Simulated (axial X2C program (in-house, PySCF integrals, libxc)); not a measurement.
**All-electron X2C curves of PbBr⁺**

What are the state, bond length, wavenumber and bond energy of PbBr⁺, and what does spin–orbit coupling change?

Program: an in-house X2C program for linear molecules on PySCF integrals. Level of theory: all-electron X2C, Pb dyall-cv3z, Br dyall-cv3z. These are calculated values, not measurements.

**1. The job**

task.json reads:

```json
{
 "zs": [
  82,
  35
 ],
 "q": 1,
 "bas": [
  "dyall-cv3z",
  "dyall-cv3z"
 ],
 "levels": [
  "PBE0",
  "HF",
  "PBE"
 ],
 "cc": true,
 "r0": 2.58,
 "thr": -1.0,
 "nmax": 90,
 "npts": 10,
 "nst": 2,
 "ntry": 6
}
```

Keys: zs atomic numbers; q charge; bas basis sets; levels methods (HF also brings MP2); cc coupled cluster on or off; r0 starting distance in Å; thr threshold in hartree for freezing inner shells (an s shell follows its p shell); nmax most natural virtual spinors; npts points asked for on the curve; nst determinants followed; ntry starts of the search.

The run is started by

```bash
python so2c.py task.json out
```

Spin-free means the one-electron spin-free X2C Hamiltonian; two-component (2c) means X2C with spin–orbit coupling and atomic mean-field two-electron Coulomb and Gaunt terms. Basis: Pb dyall-cv3z contracted to [12s14p10d7f1g], Br dyall-cv3z contracted to [8s9p6d4f1g]; Gaussian nuclei, density fitting. Masses: Pb 207.977 u, Br 78.918 u.

Notation: σ, π±, δ± give the projection m of an orbital's angular momentum (0, ±1, ±2), α and β its spin, Λ and M_S the sums; ω is the projection of a spinor's total angular momentum and Ω the sum. Logs are in hartree.

The runs that follow: PBE0, spin-free; HF, spin-free; PBE, spin-free; MP2 and beyond, spin-free; PBE0, 2c; HF, 2c; PBE, 2c; Correlated methods, 2c.

Q: Predict the outcome of this session. Wanted: for each run, Hamiltonian; Re; ωe; De; μ.

**Answer**, as computed:

Lowest determinant that the search found at its distance, spin-free: M_S = 0, Λ = 0 (closed shell).

Lowest determinant that the search found at its distance, 2c: Ω = 0 (closed shell).

| Hamiltonian | level | Re (Å) | ωe (cm⁻¹) | De (eV) | μ (D) |
| --- | --- | --- | --- | --- | --- |
| spin-free | PBE0 | 2.481 | 262.9 | 3.67 | -3.26 |
| spin-free | HF | 2.489 | 265.1 | 2.20 | -4.08 |
| spin-free | MP2 | 2.495 | 264.6 | 3.50 | n/a |
| spin-free | CCSD | 2.497 | 262.4 | 3.26 | n/a |
| spin-free | CCSD(T) | 2.504 | 259.3 | 3.41 | n/a |
| spin-free | PBE | 2.507 | 250.7 | 3.92 | -2.97 |
| 2c | PBE0 | 2.481 | 258.0 | 2.64 | -2.89 |
| 2c | HF | 2.484 | 263.8 | 1.03 | -3.63 |
| 2c | MP2 | 2.494 | 261.4 | 2.39 | n/a |
| 2c | CCSD | 2.497 | 258.3 | 2.17 | n/a |
| 2c | CCSD(T) | 2.504 | 254.9 | 2.32 | n/a |
| 2c | PBE | 2.510 | 244.5 | 2.93 | -2.64 |

Dipoles are positive if Br is the positive end and refer to the centre of mass.

**Reading.** At CCSD(T), going from spin-free to two-component changes Re by 0 mÅ, ωe by -1.7 %; the spin-free picture holds up (part of it comes from the scalar share of the two-electron terms). De moves by -1.09 eV; both De rest on single-determinant atoms, which can miss part of an open shell's spin–orbit lowering.

De refers to Pb+ + Br, each in the lowest determinant found, which need not be this curve's own limit. Each curve is one determinant whose occupation by symmetry is held fixed; it was picked as the lowest of a PBE0 search that is not exhaustive. Closed shells are restricted here (equal orbitals for both partners), which fails at long range if the bond breaks into open shells. Dissociation energies refer to the lowest single-determinant-based atoms at the same level and basis. Coupled cluster ran in a truncated set of natural virtual spinors; the MP2 energy of the rest was added. With the outer-core shells frozen, correlated bond lengths of heavy atoms tend to come out a few hundredths of an ångström too long.
